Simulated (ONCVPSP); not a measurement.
**Pseudopotential generation for germanium: ONCV, LDA (Perdew-Wang 92)**

Task: generate the file, and judge it by its errors in other configurations, its logarithmic derivatives, its ghosts and its cutoff.

Method: ONCVPSP 4.0.1.1 (patched build), LDA (Perdew-Wang 92), scalar-relativistic.

## (1) The design

The settings as typed:

```
element                 : germanium (Ge, Z = 32)
type                    : optimised norm-conserving Vanderbilt (ONCV)
frozen core             : [Ar]
valence charge          : 14
reference configuration : 3d10 4s2 4p2
partial waves           : 4s: rc 1.75 bohr, ncon 4, nbas 7, qcut 3.2 1/bohr, 1 projector; 4p: rc 1.95 bohr, ncon 3, nbas 7, qcut 3.8 1/bohr, 2 projectors, debl 0.4 Ha; 3d: rc 0.75 bohr, ncon 4, nbas 9, qcut 19.4 1/bohr, local
local potential         : the d channel
core correction         : Teter function, fcfact 4.75, rcfact 1.55
```

The outer shells as boxes (Hund's rule for the drawing; the calculation is spin-unpolarised):

```
[Ar] core
3d [↑↓][↑↓][↑↓][↑↓][↑↓]
4s [↑↓]
4p [↑ ][↑ ][  ]
```

An earlier all-electron run gives the scale for the radii.

All-electron outer shells of the reference configuration (LDA (PZ), scalar-relativistic, ld1.x):

```json
{"shell": "3s", "level (eV)": "-167.73", "outermost node (bohr)": "0.26", "outermost maximum (bohr)": "0.54"}
{"shell": "3p", "level (eV)": "-115.38", "outermost node (bohr)": "0.23", "outermost maximum (bohr)": "0.54"}
{"shell": "3d", "level (eV)": "-29.55", "outermost node (bohr)": "–", "outermost maximum (bohr)": "0.50"}
{"shell": "4s", "level (eV)": "-11.95", "outermost node (bohr)": "0.77", "outermost maximum (bohr)": "1.73"}
{"shell": "4p", "level (eV)": "-4.05", "outermost node (bohr)": "0.82", "outermost maximum (bohr)": "2.19"}
```

## (2) Generation

Input file Ge.dat:

```
# ATOM AND REFERENCE CONFIGURATION
# atsym  z   nc   nv     iexc    psfile
  Ge 32.00    5    3  -001012      upf
#
#   n    l    f
    1    0    2.00
    2    0    2.00
    2    1    6.00
    3    0    2.00
    3    1    6.00
    3    2   10.00
    4    0    2.00
    4    1    2.00
#
# PSEUDOPOTENTIAL AND OPTIMIZATION
# lmax
    2
#
#   l,   rc,      ep,       ncon, nbas, qcut
    0    1.75    0.00    4    7    3.20
    1    1.95    0.00    3    7    3.80
    2    0.75    0.00    4    9   19.40
#
# LOCAL POTENTIAL
# lloc, lpopt,  rc(5),   dvloc0
    2    5    0.75    0.00
#
# VANDERBILT-KLEINMAN-BYLANDER PROJECTORs
# l, nproj, debl
    0    1    1.00
    1    2    0.40
    2    0    4.00
#
# MODEL CORE CHARGE
# icmod, fcfact, rcfact
    3    4.75    1.55
#
# LOG DERIVATIVE ANALYSIS
# epsh1, epsh2, depsh
   -3.00    5.00    0.02
#
# OUTPUT GRID
# rlmax, drl
    6.00    0.01
#
# TEST CONFIGURATIONS
# ncnf
    4
# nvcnf
#   n    l    f
    3
    3    2   10.00
    4    0    2.00
    4    1    1.00
#
    3
    3    2   10.00
    4    0    2.00
    4    1    0.00
#
    3
    3    2   10.00
    4    0    1.00
    4    1    0.00
#
    3
    3    2    9.00
    4    0    2.00
    4    1    3.00
#
```

The run is started by

```bash
$ oncvpsp.x < Ge.dat > Ge.out
```

Q: Predict the outcome of this session. Wanted: cutoffs for 1 and 0.1 mHa per electron, occupied waves; bound ghosts; GHOST(+) flags; largest test error; largest phase difference near zero energy, channels read; rms error of d²Exc/dn², without and with the model core.

As calculated:

```
                                                quantity                                        value
  cutoffs for 1 and 0.1 mHa per electron, occupied waves                            158 Ha and 176 Ha
                                            bound ghosts             s at -742.42 eV, p at -260.99 eV
                                          GHOST(+) flags                                   s at 18 eV
                            largest test error (AE − PS)  +15 meV, for 3d10 4s1 4p0 (1 test unsolved)
largest phase difference near zero energy, channels read                                    0.057 rad
 rms error of d²Exc/dn², without and with the model core                            7.41 and 0.98 mHa
```

What this shows: A bound ghost (s, p) makes it unfit for use: electrons can fall into a state that the atom doesn't have. The worst unpolarised test, 3d10 4s1 4p0, is off by 15 meV on 58.6 eV; by total energies transferability rates as good where solved. Atomic tests can pass in spite of a ghost, since they solve only for the levels asked. Of the tests 1 gave no usable energy difference, which is a warning in itself. By its cutoff, 158 Ha for the looser tolerance, it is very hard. The 3d wave sets it; 4s needs 28 Ha. Near zero energy the largest phase difference among the channels read is 0.06 rad, in the s channel. The pseudo curves have a pole with no partner nearby in the atom's: s at 0.52 Ha. At positive energy that is a spurious or a displaced resonance. The program also flags highly localised states, GHOST(+) (s).
